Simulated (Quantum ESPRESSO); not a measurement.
# GaGe (F-43m) in Quantum ESPRESSO: a series of runs, part 2 of 6

Quantum ESPRESSO 7.5. The steps go on from the part before.

**4. Phonons, LDA, target pressure 10 GPa, at which the enthalpy is minimised**

Contents of pw.in:

```
&CONTROL
  calculation = 'scf'
  prefix = 'pwscf'
  outdir = './tmp'
  pseudo_dir = './pseudo'
  tprnfor = .true.
  tstress = .true.
  disk_io = 'low'
/
&SYSTEM
  ibrav = 0
  nat = 2
  ntyp = 2
  ecutwfc = 56
  ecutrho = 448
  nbnd = 24
  occupations = 'smearing'
  smearing = 'mv'
  degauss = 0.01469973
/
&ELECTRONS
  conv_thr = 4d-10
  electron_maxstep = 120
  mixing_beta = 0.5
/
ATOMIC_SPECIES
Ge    72.6300 ge_lda_v1.4.uspp.F.UPF
Ga    69.7230 ga_lda_v1.4.uspp.F.UPF
CELL_PARAMETERS angstrom
   0.0000000000    2.8978440000    2.8978440000
   2.8978440000    0.0000000000    2.8978440000
   2.8978440000    2.8978440000    0.0000000000
ATOMIC_POSITIONS crystal
Ge     0.0000000000    0.0000000000    0.0000000000
Ga     0.2500000000    0.2500000000    0.2500000000
K_POINTS automatic
7 7 7 0 0 0
```

Contents of relax.in:

```
&CONTROL
  calculation = 'vc-relax'
  prefix = 'pwscf'
  outdir = './tmp'
  pseudo_dir = './pseudo'
  tprnfor = .true.
  tstress = .true.
  disk_io = 'low'
  nstep = 40
  forc_conv_thr = 0.0001
  etot_conv_thr = 1d-06
/
&SYSTEM
  ibrav = 0
  nat = 2
  ntyp = 2
  ecutwfc = 56
  ecutrho = 448
  nbnd = 24
  occupations = 'smearing'
  smearing = 'mv'
  degauss = 0.01469973
/
&ELECTRONS
  conv_thr = 4d-10
  electron_maxstep = 120
  mixing_beta = 0.5
/
&IONS
  ion_dynamics = 'bfgs'
/
&CELL
  cell_dynamics = 'bfgs'
  press = 100
  press_conv_thr = 0.2
/
ATOMIC_SPECIES
Ge    72.6300 ge_lda_v1.4.uspp.F.UPF
Ga    69.7230 ga_lda_v1.4.uspp.F.UPF
CELL_PARAMETERS angstrom
   0.0000000000    2.8978440000    2.8978440000
   2.8978440000    0.0000000000    2.8978440000
   2.8978440000    2.8978440000    0.0000000000
ATOMIC_POSITIONS crystal
Ge     0.0000000000    0.0000000000    0.0000000000
Ga     0.2500000000    0.2500000000    0.2500000000
K_POINTS automatic
7 7 7 0 0 0
```

Contents of scf2.in:

```
&CONTROL
  calculation = 'scf'
  prefix = 'pwscf'
  outdir = './tmp'
  pseudo_dir = './pseudo'
  tprnfor = .true.
  tstress = .true.
  disk_io = 'low'
/
&SYSTEM
  ibrav = 0
  nat = 2
  ntyp = 2
  ecutwfc = 56
  ecutrho = 448
  nbnd = 24
  occupations = 'smearing'
  smearing = 'mv'
  degauss = 0.01469973
/
&ELECTRONS
  conv_thr = 1d-13
  electron_maxstep = 120
  mixing_beta = 0.5
  startingpot = 'file'
  startingwfc = 'file'
/
ATOMIC_SPECIES
Ge    72.6300 ge_lda_v1.4.uspp.F.UPF
Ga    69.7230 ga_lda_v1.4.uspp.F.UPF
CELL_PARAMETERS angstrom
   0.0000000000    2.7043556294    2.7043556294
   2.7043556294    0.0000000000    2.7043556294
   2.7043556294    2.7043556294    0.0000000000
ATOMIC_POSITIONS crystal
Ge     0.0000000000    0.0000000000    0.0000000000
Ga     0.2500000000    0.2500000000    0.2500000000
K_POINTS automatic
7 7 7 0 0 0
```

Contents of ph.in:

```
phonons of GaGe
&INPUTPH
  prefix = 'pwscf'
  outdir = './tmp'
  tr2_ph = 1d-18
  fildyn = 'dyn'
  niter_ph = 90
  alpha_mix(1) = 0.4
/
0.0000000000 0.0000000000 0.0000000000
```

Contents of dynmat.in:

```
&INPUT
  fildyn = 'dyn'
  asr = 'crystal'
  filout = 'dynmat.disp'
  fileig = 'dynmat.eig'
/
```

Potentials or basis: GBRV 1.5 LDA.

The run is started by

```sh
OMP_NUM_THREADS=1 pw.x -in pw.in > pw.out
OMP_NUM_THREADS=1 pw.x -in relax.in > relax.out
OMP_NUM_THREADS=1 pw.x -in scf2.in > scf2.out
OMP_NUM_THREADS=1 ph.x -in ph.in > ph.out
OMP_NUM_THREADS=1 dynmat.x -in dynmat.in > dynmat.out
```

pw.out:

```text
This program is part of the open-source Quantum ESPRESSO suite
     for quantum simulation of materials; please cite
[... 9 lines left out ...]
     --------------------
     sticks:   dense  smooth     PW     G-vecs:    dense   smooth      PW
     Sum        1843     925    283                52393    18643    3071

     Using Slab Decomposition

     bravais-lattice index     =            0
     lattice parameter (alat)  =       7.7444  a.u.
     unit-cell volume          =     328.4366 (a.u.)^3
     number of atoms/cell      =            2
     number of atomic types    =            2
     number of electrons       =        33.00
     number of Kohn-Sham states=           24
     kinetic-energy cutoff     =      56.0000  Ry
     charge density cutoff     =     448.0000  Ry
     scf convergence threshold =      4.0E-10
     mixing beta               =       0.5000
     number of iterations used =            8  plain     mixing
     Exchange-correlation=  SLA  PZ   NOGX NOGC
                           (   1   1   0   0   0   0   0)

     celldm(1)=   7.744419  celldm(2)=   0.000000  celldm(3)=   0.000000
     celldm(4)=   0.000000  celldm(5)=   0.000000  celldm(6)=   0.000000

     crystal axes: (cart. coord. in units of alat)
               a(1) = (   0.000000   0.707107   0.707107 )
               a(2) = (   0.707107   0.000000   0.707107 )
               a(3) = (   0.707107   0.707107   0.000000 )

     reciprocal axes: (cart. coord. in units 2 pi/alat)
               b(1) = ( -0.707107  0.707107  0.707107 )
               b(2) = (  0.707107 -0.707107  0.707107 )
               b(3) = (  0.707107  0.707107 -0.707107 )

     PseudoPot. # 1 for Ge read from file:
     ge_lda_v1.4.uspp.F.UPF
     Pseudo is Ultrasoft + core correction, Zval = 14.0
     Generated by new atomic code, or converted to UPF format
     Using radial grid of  873 points,  6 beta functions with:
                l(1) =   0
                l(2) =   0
                l(3) =   1
                l(4) =   1
                l(5) =   2
                l(6) =   2
     Q(r) pseudized with  8 coefficients,  rinner =    1.400   1.400   1.400
                                                       1.400   1.400

     PseudoPot. # 2 for Ga read from file:
     ga_lda_v1.4.uspp.F.UPF
     Pseudo is Ultrasoft + core correction, Zval = 19.0
     Generated by new atomic code, or converted to UPF format
     Using radial grid of  871 points,  6 beta functions with:
                l(1) =   0
                l(2) =   0
                l(3) =   1
                l(4) =   1
                l(5) =   2
                l(6) =   2
     Q(r) pseudized with  8 coefficients,  rinner =    1.250   1.250   1.250
                                                       1.250   1.250

     atomic species   valence    mass     pseudopotential
     Ge               14.00    72.63000     Ge( 1.00)
     Ga               19.00    69.72300     Ga( 1.00)

     24 Sym. Ops. (no inversion) found

   Cartesian axes

     site n.     atom                  positions (alat units)
         1        Ge     tau(   1) = (   0.0000000   0.0000000   0.0000000  )
         2        Ga     tau(   2) = (   0.3535534   0.3535534   0.3535534  )

     number of k points=    20  Marzari-Vanderbilt smearing, width (Ry)=  0.0147
                       cart. coord. in units 2pi/alat
        k(    1) = (   0.0000000   0.0000000   0.0000000), wk =   0.0058309
        k(    2) = (   0.1010153   0.1010153  -0.1010153), wk =   0.0466472
        k(    3) = (   0.2020305   0.2020305  -0.2020305), wk =   0.0466472
        k(    4) = (   0.3030458   0.3030458  -0.3030458), wk =   0.0466472
        k(    5) = (   0.2020305  -0.0000000   0.0000000), wk =   0.0349854
        k(    6) = (   0.3030458   0.1010153  -0.1010153), wk =   0.1399417
[... 12 lines left out ...]
        k(   19) = (  -0.1010153  -0.5050763   0.7071068), wk =   0.1399417
        k(   20) = (  -0.0000000  -0.4040610   0.6060915), wk =   0.1399417

     Dense  grid:    52393 G-vectors     FFT dimensions: (  54,  54,  54)

     Smooth grid:    18643 G-vectors     FFT dimensions: (  40,  40,  40)

     Check: negative core charge=   -0.000001

     Initial potential from superposition of free atoms

     starting charge      31.9993, renormalised to      33.0000
     Starting wfcs are   21 randomized atomic wfcs +    3 random wfcs

     Self-consistent Calculation

     iteration #  1     ecut=    56.00 Ry     beta= 0.50
     Davidson diagonalization with overlap
     ethr =  1.00E-02,  avg # of iterations =  5.5

     total energy              =    -626.92320779 Ry
     estimated scf accuracy    <       2.68306889 Ry
[... 57 lines left out ...]
     iteration # 10     ecut=    56.00 Ry     beta= 0.50
     Davidson diagonalization with overlap
     ethr =  1.70E-12,  avg # of iterations =  3.6

     End of self-consistent calculation

          k = 0.0000 0.0000 0.0000 (  2277 PWs)   bands (ev):

   -86.9880 -86.9880 -86.9880 -17.4958 -17.4958 -17.4958 -17.4764 -17.4764
    -7.8302  -7.8302  -7.8302  -7.7701  -7.7701  -4.0501   8.2089   8.2089
     8.2089   8.3838  10.8678  10.8678  10.8678  14.0815  17.3153  17.3153

          k = 0.1010 0.1010-0.1010 (  2316 PWs)   bands (ev):
[... 85 lines left out ...]
   -86.9880 -86.9880 -86.9880 -17.4985 -17.4911 -17.4908 -17.4778 -17.4734
    -7.8764  -7.7980  -7.7951  -7.7854  -7.7645  -1.0319   0.7236   4.5701
     5.4211   8.9899  10.1809  16.2923  16.5225  17.4005  18.8385  20.3831

          k = 0.4041 0.2020 0.0000 (  2336 PWs)   bands (ev):

   -86.9880 -86.9880 -86.9880 -17.4967 -17.4933 -17.4927 -17.4768 -17.4747
    -7.8590  -7.8120  -7.8093  -7.7771  -7.7671  -2.5510   2.7064   5.0875
     6.3566  10.6071  11.1311  12.4147  14.2543  16.2488  18.1326  18.9306

          k =-0.2020-0.4041 0.6061 (  2316 PWs)   bands (ev):
[... 13 lines left out ...]
   -86.9880 -86.9880 -86.9880 -17.4960 -17.4937 -17.4908 -17.4768 -17.4743
    -7.8681  -7.8069  -7.7986  -7.7782  -7.7688  -1.1118   0.9328   4.0588
     5.1244  10.7015  12.8002  13.3172  13.6691  17.1760  18.4898  20.6950

     the Fermi energy is     6.4985 ev

!    total energy              =    -628.02977650 Ry
     estimated scf accuracy    <          4.0E-12 Ry
     smearing contrib. (-TS)   =      -0.00086653 Ry
     internal energy E=F+TS    =    -628.02890997 Ry

     The total energy is F=E-TS. E is the sum of the following terms:
     one-electron contribution =    -536.24695061 Ry
     hartree contribution      =     285.22168105 Ry
     xc contribution           =    -104.87740451 Ry
     ewald contribution        =    -272.12623591 Ry

     convergence has been achieved in  10 iterations

     Forces acting on atoms (cartesian axes, Ry/au):

     atom    1 type  1   force =     0.00000000    0.00000000    0.00000000
     atom    2 type  2   force =     0.00000000    0.00000000    0.00000000

     Total force =     0.000000     Total SCF correction =     0.000000

     Computing stress (Cartesian axis) and pressure

          total   stress  (Ry/bohr**3)                   (kbar)     P=      -40.83
  -0.00027755  -0.00000000  -0.00000000          -40.83       -0.00       -0.00
  -0.00000000  -0.00027755  -0.00000000           -0.00      -40.83       -0.00
  -0.00000000  -0.00000000  -0.00027755           -0.00       -0.00      -40.83

=------------------------------------------------------------------------------=
   JOB DONE.
=------------------------------------------------------------------------------=
```

It took 13 min on 1 thread of AMD EPYC (Zen 3), shared host; peak memory 0.24 GiB.

What came out:

- Free energy: -8544.6763 eV
- Relaxed volume: 19.78 Å³/atom
- Relaxed cell: a = 3.825 Å, b = 3.825 Å, c = 3.825 Å, α = 60.00°, β = 60.00°, γ = 60.00°
- Space group after relaxing (to 0.05 Å): F-43m (No. 216)
- Pressure after relaxing: 10.2 GPa
- Band gap on the k mesh: none (metal or under the smearing width)
- Highest phonon frequency at Γ: 237 cm⁻¹

The path:
| step | energy change (eV) | largest force (eV/Å) | pressure (GPa) | volume (Å³) |
| --- | --- | --- | --- | --- |
| 1 | 0.0000 | 0.0000 | -4.08 | 48.67 |
| 2 | -0.0514 | 0.0000 | -0.52 | 45.26 |
| 3 | 0.0486 | 0.0000 | 7.90 | 40.45 |
| 4 | 0.1082 | 0.0000 | 10.40 | 39.40 |
| 5 | 0.0979 | 0.0000 | 9.99 | 39.56 |
| 6 | 0.0982 | 0.0000 | 10.00 | 39.56 |

Final structure:
```
CELL_PARAMETERS angstrom
0.00000 2.70436 2.70436
2.70436 0.00000 2.70436
2.70436 2.70436 0.00000
ATOMIC_POSITIONS crystal
Ge 0.00000 0.00000 0.00000
Ga 0.25000 0.25000 0.25000
```

Phonon frequencies in cm⁻¹ (negative: imaginary):
```
              q point           frequencies
(0.000, 0.000, 0.000)  -9 -9 -9 237 237 237
```

Optical modes at Γ, degenerate ones joined:
```
cm⁻¹  components  symmetry     active in
 237           3        T2  IR and Raman
```

Caveat: the mesh is thin for the phonons of a metal; the volume moved by over 15 % at a fixed basis, so the end points are rough; the cell is more than 3 GPa from zero pressure, which shifts response properties.

(Continued in part 3 of 6.)
